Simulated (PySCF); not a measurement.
# C3H10Si2: the cost of one run

Computed with PySCF 2.14.0, with density-fitted response routines of our own, on a single molecule in the gas phase. Atoms are numbered from 0 throughout.

## Step 1: The starting structure

15 atoms, charge 0, multiplicity 1; geometry from: GFN2-xTB.

Bonds of the start (Å): C0–C1 1.53, C1–Si2 1.92, Si2–Si3 2.31, Si3–C4 1.92, C4–C0 1.53, C0–H5 1.09, C0–H6 1.09, C1–H7 1.09, C1–H8 1.09, Si2–H9 1.47, Si2–H10 1.47, Si3–H11 1.47, Si3–H12 1.47, C4–H13 1.09, C4–H14 1.09.

## Step 2: Optimising the geometry at PBE0-D3(BJ)/def2-SVP

The job: settings as JSON, then the geometry in Å.

```
{"job": {"xc": "PBE0", "basis": "def2-SVP", "d3": "d3bj", "grid": 1, "kind": "geom"}, "charge": 0, "multiplicity": 1}
C     -0.731740    -0.301450    -1.051680
C     -1.115610     0.874270    -0.151550
Si     0.434820     1.459980     0.810470
Si     1.456370    -0.610930     0.687310
C     -0.005090    -1.396580    -0.269760
H     -1.627510    -0.713840    -1.527630
H     -0.077570     0.059620    -1.851130
H     -1.564820     1.663320    -0.755210
H     -1.883030     0.546170     0.553240
H      1.071920     2.576940     0.098580
H      0.037620     1.980480     2.124290
H      2.684410    -0.714310    -0.113790
H      1.704080    -1.365340     1.921760
H     -0.703830    -1.856100     0.432740
H      0.311160    -2.186240    -0.951460
```

Run with:

```sh
OMP_NUM_THREADS=1 python probes_run.py task.json out
```

This one command runs all jobs of the session in turn.

**Question.** How long does this first job take on 1 thread of Arm Neoverse V1, shared host, and how much memory does it need?

About 30 s, with a peak of 0.5 GiB.
